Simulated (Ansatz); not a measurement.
# Ti3Al: the cost of one run

Method: DFT PBEsol, scalar-relativistic, plane waves, PAW, in Ansatz 0.2.0.

## 1. The starting structure

Symmetry: P-6m2, No. 187, hexagonal system. The conventional cell has a = 2.896 Å, b = 2.896 Å, c = 9.139 Å, α = 90.00°, β = 90.00°, γ = 120.00°. Around Ti (site symmetry -6m2) lie 12 Ti at 2.82 to 2.90 Å. Ti (site symmetry 3m) is surrounded by 9 Ti at 2.82 to 2.90 Å and 3 Al at 2.84 Å. Al (site symmetry -6m2) has 6 Ti at 2.84 Å and 6 Al at 2.90 Å in its first shell of neighbours.

Structure file:

```xyz
4
Lattice="2.8958 0.0000 0.0000 -1.4479 2.5078 0.0000 0.0000 0.0000 9.1394" Properties=species:S:1:pos:R:3 pbc="T T T"
Ti    1.4479    0.8359    0.0000
Ti    0.0000    1.6719    6.8653
Ti    0.0000    1.6719    2.2741
Al    1.4479    0.8359    4.5697
```

It goes back to an entry of the Materials Project, which need not be the stable form.

This cell was relaxed beforehand with the same method: volume 16.59 Å³/atom, gap on the mesh none (metal).

## 2. The undisturbed cell

File input.yaml:

```yaml
crystal:
  lattice:
    - [2.8957824532, 0.0, 0.0]
    - [-1.4478912266, 2.5078211683, 0.0]
    - [0.0, 0.0, 9.1393541757]
  atoms:
    - { symbol: Ti, position: [0.6666666667, 0.3333333333, 0.0] }
    - { symbol: Ti, position: [0.3333333333, 0.6666666667, 0.7511761438] }
    - { symbol: Ti, position: [0.3333333333, 0.6666666667, 0.2488238562] }
    - { symbol: Al, position: [0.6666666667, 0.3333333333, 0.5] }
basis:
  ecutwfc: 420
kpoints:
  mp_grid: { grid: [18, 18, 6] }
hamiltonian:
  xc: pbesol
scf:
  occupations: { method: gaussian, width: 0.15 }
output:
  forces: true
  stress: true
  eigenvalues: true
```

Launch:

```console
$ ansatz run input.yaml --threads 1 --pin off --max-ram 2560MiB --backend cpu --events-out ev --progress --plain --runs-dir out
```

Q: Estimate wall time and peak memory on 1 thread of Intel Xeon Platinum 8488C (Sapphire Rapids), shared host.

About 15 s, with a peak of 0.52 GiB.
